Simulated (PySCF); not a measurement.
**GaGeH5 (SMILES [GaH2][GeH3]): levels of theory compared**

Wanted: a comparison of 6 runs (PBE/def2-SVPD, PBE0/def2-SVPD, r2SCAN/def2-SVPD, revPBE/def2-SVPD, wB97X/def2-SVPD, CCSD(T)/def2-SVPD) of GaGeH5. Input form: a Python script.

The results are computed with PySCF 2.14.0.

2 further runs of the same task are left out: 2 set aside as unsound or not needed.

## Step 1: The molecule

GaGeH5 has 7 atoms, charge 0, and is taken as a singlet. SMILES: `[GaH2][GeH3]`. The coordinates come from a PBE0-D4/def2-TZVP relaxation.

Bond lengths: Ga1–Ge2 2.444 Å, Ga1–H3 1.572 Å, Ga1–H4 1.572 Å, Ge2–H5 1.540 Å, Ge2–H6 1.543 Å, Ge2–H7 1.540 Å. Angles: Ga1–Ge2–H5 113.0°, Ga1–Ge2–H6 109.4°, Ga1–Ge2–H7 112.6°, Ge2–Ga1–H3 120.3°, Ge2–Ga1–H4 120.7°, H5–Ge2–H6 106.9°, H5–Ge2–H7 107.8°, H6–Ge2–H7 106.8°, H3–Ga1–H4 119.0°.

## Step 2: A single-point energy at PBE/def2-SVPD (run 1)

File input.py:

```python
# [GaH2][GeH3]
from pyscf import gto, dft

system = gto.M(
    atom='''
Ga  -0.366500  -1.359600   0.111400
Ge   0.277800   0.987900  -0.107400
H    0.529900  -2.354300   0.935000
H   -1.693000  -1.891700  -0.542800
H   -0.307500   1.657300  -1.364600
H   -0.246100   1.779800   1.109100
H    1.805500   1.180600  -0.140600
''',
    basis='def2-svpd',
    spin=0,
    max_memory=1860,
    verbose=3,
)

mf = dft.RKS(system, xc='pbe')
mf.grids.level = 5
mf.conv_tol = 1e-10
mf.kernel()
if not mf.converged:
    mf = mf.newton().run(mf.mo_coeff, mf.mo_occ)

etot = mf.e_tot
print('E = %.10f Eh' % etot)
```

Run with:

```bash
OMP_NUM_THREADS=1 python input.py
```

Standard output:

```text
converged SCF energy = -4003.70653089409
E = -4003.7065308941 Eh
```

Wall time 23 s (1 thread of Intel Xeon at 2.70GHz, shared host); peak memory 0.65 GiB.

## Step 3: The energy at PBE0/def2-SVPD (run 2)

File calc.py:

```python
from pyscf import gto, dft

mol = gto.Mole()
mol.atom = '''
Ga      -0.366500      -1.359600       0.111400
Ge       0.277800       0.987900      -0.107400
H        0.529900      -2.354300       0.935000
H       -1.693000      -1.891700      -0.542800
H       -0.307500       1.657300      -1.364600
H       -0.246100       1.779800       1.109100
H        1.805500       1.180600      -0.140600
'''
mol.max_memory = 1860
mol.verbose = 4
mol.basis = 'def2-svpd'
mol.build()

mf = dft.RKS(mol)
mf.xc = 'pbe0'
mf.grids.level = 5
mf.conv_tol = 1e-10
mf.kernel()
if not mf.converged:
    mf = mf.newton().run(mf.mo_coeff, mf.mo_occ)

e_final = mf.e_tot
print('E = %.10f Eh' % e_final)
```

Run with:

```bash
OMP_NUM_THREADS=1 python calc.py
```

Standard output:

```text
PySCF version 2.14.0

[... 72 lines left out ...]
converged SCF energy = -4003.81020365723
E = -4003.8102036572 Eh
```

It took 21 s on 1 thread of Intel Xeon at 2.70GHz, shared host; peak memory 0.65 GiB.

## Step 4: A single-point energy at r2SCAN/def2-SVPD (run 3)

File calc.py:

```python
# [GaH2][GeH3]
from pyscf import gto, dft

mol = gto.M(
    atom='''
Ga    -0.366500    -1.359600     0.111400
Ge     0.277800     0.987900    -0.107400
H      0.529900    -2.354300     0.935000
H     -1.693000    -1.891700    -0.542800
H     -0.307500     1.657300    -1.364600
H     -0.246100     1.779800     1.109100
H      1.805500     1.180600    -0.140600
''',
    spin=0,
    max_memory=1860,
    verbose=3,
    basis='def2-svpd',
)

ks = dft.RKS(mol)
ks.xc = 'r2scan'
ks.grids.level = 5
ks.conv_tol = 1e-10
ks.kernel()
if not ks.converged:
    ks = ks.newton().run(ks.mo_coeff, ks.mo_occ)

energy = ks.e_tot
print('Final energy', energy)
```

Run with:

```bash
OMP_NUM_THREADS=1 python calc.py
```

Standard output:

```text
converged SCF energy = -4004.31506178734
Final energy -4004.3150617873434
```

It took 33 s on 1 thread of Intel Xeon at 2.70GHz, shared host; peak memory 0.66 GiB.

Runs 4 to 5 aren't shown in full; the table further down has their settings and results.

## Step 5: A single-point energy at CCSD(T)/def2-SVPD (run 6)

File calc.py:

```python
from pyscf import gto, cc

mol = gto.Mole()
mol.atom = '''
Ga  -0.366500  -1.359600   0.111400
Ge   0.277800   0.987900  -0.107400
H    0.529900  -2.354300   0.935000
H   -1.693000  -1.891700  -0.542800
H   -0.307500   1.657300  -1.364600
H   -0.246100   1.779800   1.109100
H    1.805500   1.180600  -0.140600
'''
mol.max_memory = 1860
mol.basis = 'def2-svpd'
mol.verbose = 3
mol.build()

calc0 = mol.RHF()
calc0.conv_tol = 1e-10
calc0.kernel()
if not calc0.converged:
    calc0 = calc0.newton().run(calc0.mo_coeff, calc0.mo_occ)

mycc = cc.CCSD(calc0, frozen=18)
mycc.kernel()
e_t = mycc.ccsd_t()
e_tot = mycc.e_tot + e_t
print(f'total energy: {e_tot:.8f} hartree')
```

Run with:

```bash
OMP_NUM_THREADS=1 python calc.py
```

Standard output:

```text
converged SCF energy = -4000.99537908873
E(CCSD) = -4001.47921073416  E_corr = -0.4838316454339184
CCSD(T) correction = -0.0146388983304868
total energy: -4001.49384963 hartree
```

Wall time 74 s (1 thread of Intel Xeon at 2.70GHz, shared host); peak memory 0.9 GiB.

## Step 6: All runs side by side

| run | level | integration grid | frozen core orbitals | energy (Eh) | dipole moment (D) of the reference | HOMO energy (eV) | LUMO energy (eV) | wall time |
| --- | --- | --- | --- | --- | --- | --- | --- | --- |
| 1 | PBE/def2-SVPD | 5 | – | -4003.706531 | 0.24 | -6.55 | -2.91 | 23 s |
| 2 | PBE0/def2-SVPD | 5 | – | -4003.810204 | 0.28 | -7.60 | -2.11 | 21 s |
| 3 | r2SCAN/def2-SVPD | 5 | – | -4004.315062 | 0.26 | -6.81 | -2.64 | 33 s |
| 4 | revPBE/def2-SVPD | 5 | – | -4004.029116 | 0.25 | -6.51 | -2.80 | 21 s |
| 5 | wB97X/def2-SVPD | 5 | – | -4004.421200 | 0.28 | -9.79 | -0.22 | 41 s |
| 6 | CCSD(T)/def2-SVPD | – | 18 | -4001.493850 | 0.34 | -10.01 | 0.69 | 74 s |

## Step 7: Results

| quantity | value |
| --- | --- |
| run 6: total energy | -4001.49385 Eh |
| run 6: dipole moment (Hartree–Fock density) | 0.34 D |
| run 6: HOMO energy (Hartree–Fock orbitals) | -10.01 eV |
| run 6: LUMO energy (Hartree–Fock orbitals) | 0.69 eV |
| run 6: HOMO–LUMO gap (Hartree–Fock orbitals) | 10.71 eV |
| run 6: correlation energy (18 core orbitals frozen) | -498.5 mEh |
| run 6: (T) correction | -14.64 mEh |
| run 6: T1 diagnostic | 0.011 |

What this shows: Over runs 1, 2, 3, 4, 5 the dipole moment (its size) runs from 0.24 D (PBE/def2-SVPD) to 0.28 D (wB97X/def2-SVPD). Over runs 1, 2, 3, 4, 5 the HOMO–LUMO gap runs from 3.65 eV (PBE/def2-SVPD) to 9.57 eV (wB97X/def2-SVPD). Totals of different functionals can't be ranked against each other. All runs together took 3.5 min, the longest 74 s.
